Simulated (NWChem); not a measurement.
# One shape, several levels: GeH4 (germane)

Wanted: a comparison of 4 runs (HF/STO-3G, HF/3-21G, B3LYP/6-31G*) of GeH4 (germane). 

The results are computed with NWChem 7.3.0.

3 further runs of the same task are left out: 2 that didn't finish, 1 set aside as unsound or not needed.

### Step 1. The structure to begin with

The species is GeH4 (5 atoms), meant as a singlet with charge 0. As SMILES, `[GeH4]`. The shape is that of a PBE0-D4/def2-TZVP optimisation.

Bond lengths: Ge1–H2 1.534 Å, Ge1–H3 1.534 Å, Ge1–H4 1.534 Å, Ge1–H5 1.534 Å. Angles: H2–Ge1–H3 109.5°, H2–Ge1–H4 109.5°, H2–Ge1–H5 109.5°, H3–Ge1–H4 109.5°, H3–Ge1–H5 109.5°, H4–Ge1–H5 109.5°.

### Step 2. Energy and forces at HF/STO-3G (run 1)

Input file run.xyz:

```xyz
5
GeH4 hf
Ge     0.000100     0.000100     0.000000
H      1.148100    -0.756300     0.680600
H     -1.238800    -0.030000     0.904200
H     -0.329200    -0.669100    -1.340600
H      0.419800     1.455400    -0.244100
```

Input file run.nw:

```
start run
title "GeH4 hf"
memory total 2200 mb
charge 0

geometry noautosym nocenter noautoz
  load run.xyz
end

basis spherical bse
  * library STO-3G
end

scf
  singlet
  rhf
  thresh 1e-08
  maxiter 80
  print low
end

task scf gradient
```

On the command line:

```console
$ nwchem run.nw > run.out
```

Standard output:

```text
[...]
  functions       =    22
[...]
  wavefunction    = RHF
[...]
         Total SCF energy =  -2054.073834626970
      One-electron energy =  -2973.975024911310
      Two-electron energy =    874.480762794614
 Nuclear repulsion energy =     45.420427489725
        Time for solution =      0.9s
[...]
                         RHF ENERGY GRADIENTS
    atom               coordinates                        gradient
                 x          y          z           x          y          z
   1 Ge      0.000189   0.000189   0.000000    0.000043   0.000016   0.000005
   2 H       2.169594  -1.429200   1.286148    0.029728  -0.019612   0.017635
   3 H      -2.340993  -0.056692   1.708690   -0.032100  -0.000789   0.023426
   4 H      -0.622098  -1.264416  -2.533367   -0.008543  -0.017356  -0.034738
   5 H       0.793307   2.750307  -0.461282    0.010872   0.037742  -0.006328
 Task  times  cpu:        1.1s     wall:        1.1s
 Total times  cpu:        1.1s     wall:        1.1s
```

Wall time 1.7 s (1 thread of Intel Xeon Platinum 8488C (Sapphire Rapids), shared host); peak memory 0.1 GiB.

### Step 3. Energy and gradient at HF/3-21G (run 2)

Input file run.py:

```python
from ase import Atoms
from ase.calculators.nwchem import NWChem

atoms = Atoms(['Ge', 'H', 'H', 'H', 'H'], positions=[
    [0.000100, 0.000100, -0.000000],
    [1.148100, -0.756300, 0.680600],
    [-1.238800, -0.030000, 0.904200],
    [-0.329200, -0.669100, -1.340600],
    [0.419800, 1.455400, -0.244100],
])

calc = NWChem(
    label='mol',
    theory='scf',
    memory='2200 mb',
    basis='3-21G',
    basispar='spherical bse',
    scf={'nopen': '0', 'rhf': None, 'thresh': '1e-08', 'maxiter': '80'},
)
atoms.calc = calc

forces = atoms.get_forces()
e = atoms.get_potential_energy()
print(f"E = {e:.6f} eV")
print("forces (eV/A):")
for s, f in zip(atoms.symbols, forces):
    print(f"{s:2s} {f[0]:10.5f} {f[1]:10.5f} {f[2]:10.5f}")
print("dipole (e A):", atoms.get_dipole_moment().round(4))
```

On the command line:

```console
$ export ASE_NWCHEM_COMMAND="nwchem PREFIX.nwi > PREFIX.nwo"
$ python run.py
```

Standard output:

```text
E = -56262.793364 eV
forces (eV/A):
Ge   -0.00129    0.00015   -0.00057
H     0.03358   -0.02103    0.01939
H    -0.03538   -0.00041    0.02592
H    -0.00884   -0.01820   -0.03795
H     0.01193    0.03949   -0.00674
dipole (e A): [ 0.0001  0.0001 -0.    ]
```

The calculator wrote mol.nwi:

```
title "mol"

permanent_dir mol

scratch_dir mol

start mol

geometry units angstrom nocenter noautosym noautoz
  Ge 1.0000000000000000e-04 1.0000000000000000e-04 -0.0000000000000000e+00
  H  1.1480999999999999e+00 -7.5629999999999997e-01 6.8059999999999998e-01
  H  -1.2387999999999999e+00 -2.9999999999999999e-02 9.0420000000000000e-01
  H  -3.2919999999999999e-01 -6.6910000000000003e-01 -1.3406000000000000e+00
  H  4.1980000000000001e-01 1.4554000000000000e+00 -2.4410000000000001e-01
end

memory 2200 mb

basis spherical bse noprint
   * library 3-21G
end

scf
  nopen 0
  rhf
  thresh 1e-08
  maxiter 80
end

task scf gradient
```

mol.nwo:

```text
Northwest Computational Chemistry Package (NWChem) 7.3.0
             --------------------------------------------------------

           Job information
           ---------------

    nwchem branch   = 7.3.0
    use scalapack   = T
    input           = mol.nwi
    prefix          = mol.
    data base       = mol/mol.db
    status          = startup
    nproc           =        1

           Memory information
           ------------------

    heap     =     72089594 doubles =      550.0 Mbytes
    stack    =     72089599 doubles =      550.0 Mbytes
    global   =    144179200 doubles =     1100.0 Mbytes (distinct from heap & stack)
    total    =    288358393 doubles =     2200.0 Mbytes
    verify   = yes
    hardfail = no

[... 125 lines left out ...]
 Convergence threshold     :          1.000E-08
[... 11 lines left out ...]
       Final RHF  results
[... 3 lines left out ...]
      One-electron energy =  -2976.839789931895
[... 1 line left out ...]
 Nuclear repulsion energy =     45.420427489725
[... 36 lines left out ...]
                       ROHF Final Molecular Orbital Analysis
[... 205 lines left out ...]
    atom               coordinates                        gradient
                 x          y          z           x          y          z
   1 Ge      0.000189   0.000189   0.000000    0.000025  -0.000003   0.000011
   2 H       2.169594  -1.429200   1.286148   -0.000653   0.000409  -0.000377
   3 H      -2.340993  -0.056692   1.708690    0.000688   0.000008  -0.000504
   4 H      -0.622098  -1.264416  -2.533367    0.000172   0.000354   0.000738
   5 H       0.793307   2.750307  -0.461282   -0.000232  -0.000768   0.000131

                 ----------------------------------------
                 |  Time  |  1-e(secs)   |  2-e(secs)   |
                 ----------------------------------------
                 |  CPU   |       0.00   |       0.08   |
                 ----------------------------------------
                 |  WALL  |       0.00   |       0.08   |
                 ----------------------------------------

 Task  times  cpu:        0.9s     wall:        0.9s
 Total times  cpu:        0.9s     wall:        0.9s
```

Run time: 1.9 s. Hardware: 1 thread of Intel Xeon Platinum 8488C (Sapphire Rapids), shared host; peak memory 0.099 GiB.

### Step 4. Energy and gradient at B3LYP/6-31G(d) (spherical functions) (run 3)

run.py, as its differences from that of step 3:

```diff
@@ -12,8 +12,8 @@
 calc = NWChem(
-    label='mol',
-    theory='scf',
+    label='geh4',
+    theory='dft',
     memory='2200 mb',
-    basis='3-21G',
+    basis='6-31G*',
     basispar='spherical bse',
-    scf={'nopen': '0', 'rhf': None, 'thresh': '1e-08', 'maxiter': '80'},
+    dft={'xc': 'b3lyp', 'mult': '1', 'grid': 'xfine', 'convergence': 'energy 1e-08', 'iterations': '100', 'mulliken': None},
 )
@@ -22,4 +22,3 @@
 forces = atoms.get_forces()
-e = atoms.get_potential_energy()
-print(f"E = {e:.6f} eV")
+print("Total energy (eV):", round(atoms.get_potential_energy(), 6))
 print("forces (eV/A):")
```

On the command line:

```console
$ export ASE_NWCHEM_COMMAND="nwchem PREFIX.nwi > PREFIX.nwo"
$ python run.py
```

Standard output:

```text
Total energy (eV): -56576.503109
forces (eV/A):
Ge   -0.00103    0.00046   -0.00067
H     0.11878   -0.07739    0.07004
H    -0.12737   -0.00273    0.09302
H    -0.03342   -0.06803   -0.13745
H     0.04304    0.14768   -0.02489
dipole (e A): [ 0.0001  0.0001 -0.    ]
```

The calculator wrote geh4.nwi:

```
title "geh4"

permanent_dir geh4

scratch_dir geh4

start geh4

geometry units angstrom nocenter noautosym noautoz
  Ge 1.0000000000000000e-04 1.0000000000000000e-04 -0.0000000000000000e+00
  H  1.1480999999999999e+00 -7.5629999999999997e-01 6.8059999999999998e-01
  H  -1.2387999999999999e+00 -2.9999999999999999e-02 9.0420000000000000e-01
  H  -3.2919999999999999e-01 -6.6910000000000003e-01 -1.3406000000000000e+00
  H  4.1980000000000001e-01 1.4554000000000000e+00 -2.4410000000000001e-01
end

memory 2200 mb

basis spherical bse noprint
   * library 6-31G*
end

dft
  xc b3lyp
  mult 1
  grid xfine
  convergence energy 1e-08
  iterations 100
  mulliken
end

task dft gradient
```

geh4.nwo:

```text
Northwest Computational Chemistry Package (NWChem) 7.3.0
             --------------------------------------------------------

           Job information
           ---------------

    nwchem branch   = 7.3.0
    use scalapack   = T
    input           = geh4.nwi
    prefix          = geh4.
    data base       = geh4/geh4.db
    status          = startup
    nproc           =        1

           Memory information
           ------------------

    heap     =     72089594 doubles =      550.0 Mbytes
    stack    =     72089599 doubles =      550.0 Mbytes
    global   =    144179200 doubles =     1100.0 Mbytes (distinct from heap & stack)
    total    =    288358393 doubles =     2200.0 Mbytes
    verify   = yes
    hardfail = no

[... 96 lines left out ...]
  convergence criterion.
[... 39 lines left out ...]
          Spatial weights used:  Erf1
[... 75 lines left out ...]
         Total DFT energy =    -2079.148157253424
[... 3 lines left out ...]
 Nuclear repulsion energy =       45.420427489725
[... 353 lines left out ...]
          Convergence on gradient requested:  5.00D-04
[... 26 lines left out ...]
          total energy or number of iterations.
[... 28 lines left out ...]
    atom               coordinates                        gradient
                 x          y          z           x          y          z
   1 Ge      0.000189   0.000189   0.000000    0.000020  -0.000009   0.000013
   2 H       2.169594  -1.429200   1.286148   -0.002310   0.001505  -0.001362
   3 H      -2.340993  -0.056692   1.708690    0.002477   0.000053  -0.001809
   4 H      -0.622098  -1.264416  -2.533367    0.000650   0.001323   0.002673
   5 H       0.793307   2.750307  -0.461282   -0.000837  -0.002872   0.000484

                 ----------------------------------------
                 |  Time  |  1-e(secs)   |  2-e(secs)   |
                 ----------------------------------------
                 |  CPU   |       0.00   |       0.44   |
                 ----------------------------------------
                 |  WALL  |       0.00   |       0.44   |
                 ----------------------------------------

 Task  times  cpu:        8.1s     wall:        8.1s
 Total times  cpu:        8.1s     wall:        8.1s
```

It took 9.3 s on 1 thread of Intel Xeon Platinum 8488C (Sapphire Rapids), shared host; peak memory 0.13 GiB.

### Step 5. Energy and gradient at B3LYP/6-31G(d) (Cartesian functions) (run 4)

Input file run.py:

```python
from ase import Atoms
from ase.calculators.nwchem import NWChem

system = Atoms(['Ge', 'H', 'H', 'H', 'H'], positions=[
    [0.000100, 0.000100, -0.000000],
    [1.148100, -0.756300, 0.680600],
    [-1.238800, -0.030000, 0.904200],
    [-0.329200, -0.669100, -1.340600],
    [0.419800, 1.455400, -0.244100],
])

calc = NWChem(
    label='struct',
    theory='dft',
    memory='2200 mb',
    basis='6-31G*',
    dft={'xc': 'b3lyp', 'mult': '1', 'grid': 'xfine', 'convergence': 'energy 1e-08', 'iterations': '100', 'mulliken': None},
)
system.calc = calc

forces = system.get_forces()
e = system.get_potential_energy()
print(f"E = {e:.6f} eV")
print("forces (eV/A):")
for s, f in zip(system.symbols, forces):
    print(f"{s:2s} {f[0]:10.5f} {f[1]:10.5f} {f[2]:10.5f}")
print("dipole (e A):", system.get_dipole_moment().round(4))
```

On the command line:

```console
$ export ASE_NWCHEM_COMMAND="nwchem PREFIX.nwi > PREFIX.nwo"
$ python run.py
```

Standard output:

```text
E = -56576.640879 eV
forces (eV/A):
Ge   -0.00103    0.00046   -0.00067
H     0.10146   -0.06592    0.05975
H    -0.10871   -0.00226    0.07940
H    -0.02844   -0.05795   -0.11724
H     0.03672    0.12573   -0.02119
dipole (e A): [ 0.0001  0.0001 -0.    ]
```

The calculator wrote struct.nwi:

```
title "struct"

permanent_dir struct

scratch_dir struct

start struct

geometry units angstrom nocenter noautosym noautoz
  Ge 1.0000000000000000e-04 1.0000000000000000e-04 -0.0000000000000000e+00
  H  1.1480999999999999e+00 -7.5629999999999997e-01 6.8059999999999998e-01
  H  -1.2387999999999999e+00 -2.9999999999999999e-02 9.0420000000000000e-01
  H  -3.2919999999999999e-01 -6.6910000000000003e-01 -1.3406000000000000e+00
  H  4.1980000000000001e-01 1.4554000000000000e+00 -2.4410000000000001e-01
end

memory 2200 mb

basis noprint
   * library 6-31G*
end

dft
  xc b3lyp
  mult 1
  grid xfine
  convergence energy 1e-08
  iterations 100
  mulliken
end

task dft gradient
```

struct.nwo:

```text
Northwest Computational Chemistry Package (NWChem) 7.3.0
             --------------------------------------------------------

           Job information
           ---------------

    nwchem branch   = 7.3.0
    use scalapack   = T
    input           = struct.nwi
    prefix          = struct.
    data base       = struct/struct.db
    status          = startup
    nproc           =        1

           Memory information
           ------------------

    heap     =     72089596 doubles =      550.0 Mbytes
    stack    =     72089601 doubles =      550.0 Mbytes
    global   =    144179200 doubles =     1100.0 Mbytes (distinct from heap & stack)
    total    =    288358397 doubles =     2200.0 Mbytes
    verify   = yes
    hardfail = no

[... 96 lines left out ...]
  convergence criterion.
[... 39 lines left out ...]
          Spatial weights used:  Erf1
[... 75 lines left out ...]
         Total DFT energy =    -2079.153220216828
[... 3 lines left out ...]
 Nuclear repulsion energy =       45.420427489725
[... 373 lines left out ...]
          Convergence on gradient requested:  5.00D-04
[... 26 lines left out ...]
          total energy or number of iterations.
[... 28 lines left out ...]
    atom               coordinates                        gradient
                 x          y          z           x          y          z
   1 Ge      0.000189   0.000189   0.000000    0.000020  -0.000009   0.000013
   2 H       2.169594  -1.429200   1.286148   -0.001973   0.001282  -0.001162
   3 H      -2.340993  -0.056692   1.708690    0.002114   0.000044  -0.001544
   4 H      -0.622098  -1.264416  -2.533367    0.000553   0.001127   0.002280
   5 H       0.793307   2.750307  -0.461282   -0.000714  -0.002445   0.000412

                 ----------------------------------------
                 |  Time  |  1-e(secs)   |  2-e(secs)   |
                 ----------------------------------------
                 |  CPU   |       0.00   |       0.42   |
                 ----------------------------------------
                 |  WALL  |       0.00   |       0.42   |
                 ----------------------------------------

 Task  times  cpu:        8.3s     wall:        8.3s
 Total times  cpu:        8.3s     wall:        8.3s
```

Wall time 9.6 s (1 thread of Intel Xeon Platinum 8488C (Sapphire Rapids), shared host); peak memory 0.13 GiB.

### Step 6. Overview of the runs

| run | level | iteration cap | module | energy (Eh) | largest force (eV/Å) | wall time |
| --- | --- | --- | --- | --- | --- | --- |
| 1 | HF/STO-3G | 80 | scf | -2054.073835 | 2.046 | 1.7 s |
| 2 | HF/3-21G | 80 | scf | -2067.619537 | 0.044 | 1.9 s |
| 3 | B3LYP/6-31G* (spherical functions) | 100 | dft | -2079.148157 | 0.158 | 9.3 s |
| 4 | B3LYP/6-31G* (Cartesian functions) | 100 | dft | -2079.153220 | 0.135 | 9.6 s |

### Step 7. Summary of results

| quantity | value |
| --- | --- |
| run 4: total energy | -2079.15322 Eh |
| run 4: dipole moment | 0.00 D |
| run 4: HOMO energy | -9.38 eV |
| run 4: LUMO energy | 1.42 eV |
| run 4: HOMO–LUMO gap | 10.80 eV |
| run 4: largest force on an atom | 0.135 eV/Å |

What this shows: Over runs 2, 3, 4 the HOMO–LUMO gap runs from 10.80 eV (B3LYP/6-31G*) to 17.73 eV (HF/3-21G). The two ends differ in method and basis. In run 1 the basis is minimal, so the values are rough. All runs together took 23 s, the longest 9.6 s.
